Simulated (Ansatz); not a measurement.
# GeH2F (doublet): from Hartree-Fock to the top rungs at a displaced geometry (v1), cc-pVDZ

An exercise on one series of results from a longer session: the logs are not shown, and one member is left open.

Program: Ansatz 0.2.0, Gaussian basis. Level of theory: cc-pVDZ, core rule «outside noble gas», up to 15 orbitals frozen. These are calculated values, not measurements.

To be run: UHF; CCSD(T) on ROHF; CCSD(T) on UHF; BCCD(T) on ROHF; CISD; CCSDT(Q) on ROHF; CCSDT(Q) on UHF.

30 further runs of the same task are left out: 16 for a known fault of the program, 5 that didn't finish, 9 set aside as unsound or not needed.

### The system

The geometry is a PBE0/def2-TZVP stationary point (not a proven minimum) with its atoms shifted at random (size 0.040 Å). No spin-orbit coupling is included. The filled d shell of Ge may be among the frozen orbitals whatever the setting's name suggests; the logs give the count.

4 atoms, charge 0, spin multiplicity 2.

Atoms are counted from 1 here; the program's logs count them from 0.

Bond lengths: Ge1–F2 1.756 Å, Ge1–H3 1.522 Å, Ge1–H4 1.501 Å. Angles: F2–Ge1–H3 103.1°, F2–Ge1–H4 105.6°, H3–Ge1–H4 113.5°.

The first run:

in.yaml

```yaml
crystal:
  periodic: [false, false, false]
  atoms:
    - {symbol: Ge, position_ang: [-0.033804, 0.003022, 0.346965]}
    - {symbol: F, position_ang: [0.056567, -0.013122, -1.407083]}
    - {symbol: H, position_ang: [0.736381, -1.247958, 0.743486]}
    - {symbol: H, position_ang: [0.633604, 1.277523, 0.773288]}
basis:
  gaussian: {orbitals: cc-pVDZ}
magnetization: {spin_polarized: true, initial_magnetization: 1}
hamiltonian: {xc: hf}
output: {orbitals: {seedname: orbitals}}
```

Started as:

```
> ansatz run in.yaml --threads 1 --pin off --events-out ev --progress --plain --max-ram 2393MiB
```

Steps of the session up to this table: UHF; CCSD(T) on ROHF; CCSD(T) on UHF; BCCD(T) on ROHF; CISD; CCSDT(Q) on ROHF; CCSDT(Q) on UHF.

One table of the session follows, with a row left open; its other results are not shown here.

```
   method  from UCCSDT(Q) (kJ/mol)
     ROHF                   +780.8
      UHF                   +777.1
     RMP2                    +66.1
     UMP2                    +65.3
    RCCSD                    +16.6
    UCCSD                    +16.2
 RCCSD(T)                     +3.6
 UCCSD(T)                     +3.2
  BCCD(T)                     +3.2
   RCCSDT                     +1.9
   UCCSDT                        ?
RCCSDT(Q)                     +0.6
UCCSDT(Q)                        0
```

Q: Estimate the row for UCCSDT from the others.

**Answer.** from UCCSDT(Q) (kJ/mol): +1.5. In the column «from UCCSDT(Q) (kJ/mol)» it lies between RCCSDT(Q) (+0.6) and RCCSDT (+1.9).

Not comparable, so not listed: CISD (they don't share determinant, frozen orbitals or solution with the rows shown, or repeat one).

Limits of these values: Restricted and unrestricted rows rest on different reference determinants; where their highest levels disagree by more than a few hundredths of an eV, they describe different states and don't form one ladder.
